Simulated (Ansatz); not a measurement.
Wanted: the native input for an Ansatz 0.2.0 run.

- Task: single point
- Functional: r2SCAN0 form with a typed share of exact exchange
- Potentials or basis: Ansatz PAW
- Cutoff: 500 eV (not typed: the program's choice for these potentials)
- k mesh: 5 × 5 × 5
- Occupations: fermi-dirac, width 0.05 eV
- Spin: no spin polarisation
- Share of exact exchange: 0.35

GaF:

```
CELL_PARAMETERS angstrom
3.16592 0.00000 0.00000
0.00000 3.16592 0.00000
0.00000 0.00000 3.16592
ATOMIC_POSITIONS crystal
Ga 0.00000 0.00000 0.00000
F 0.50000 0.50000 0.50000
```

The cell was built by a generator and needn't be a form met in nature.

One way to write it, as run:

input.yaml

```yaml
crystal:
  lattice:
    - [3.16592, 0.0, 0.0]
    - [0.0, 3.16592, 0.0]
    - [0.0, 0.0, 3.16592]
  atoms:
    - { symbol: Ga, position: [0.0, 0.0, 0.0] }
    - { symbol: F, position: [0.5, 0.5, 0.5] }
hamiltonian:
  xc: { exchange: r2scan, correlation: r2scan, exx: { coeff: 0.35 } }
  pseudopotentials: { kind: paw }
kpoints:
  mp_grid: { grid: [5, 5, 5] }
scf:
  occupations: { method: fermi_dirac, width: 0.05 }
output:
  forces: true
  stress: true
  eigenvalues: true
  write_density: true
  write_potential: true
  elf: true
  volumetric_format: npy
```

Potentials or basis: Ansatz PAW.

Command:

```sh
$ ansatz run input.yaml --threads 2 --pin off --max-ram 5632MiB --backend cpu --events-out ev --progress --plain --runs-dir out
```

It gave:

The pressure is -1.5 GPa and the band gap on the k mesh is 4.21 eV, indirect (least direct gap 5.33 eV).

Caveat: odd divisions of the mesh miss points on the zone boundary, where band edges often lie, so the gap on the mesh can be too wide; the PAW data sets come from PBE, with cores solved anew for the run's functional, which leaves a small shift of forces and pressure; the thresholds are loose for stress.

Run time: 11 s on 2 threads of Arm Neoverse V2, on a shared host, peak memory 1 GiB.
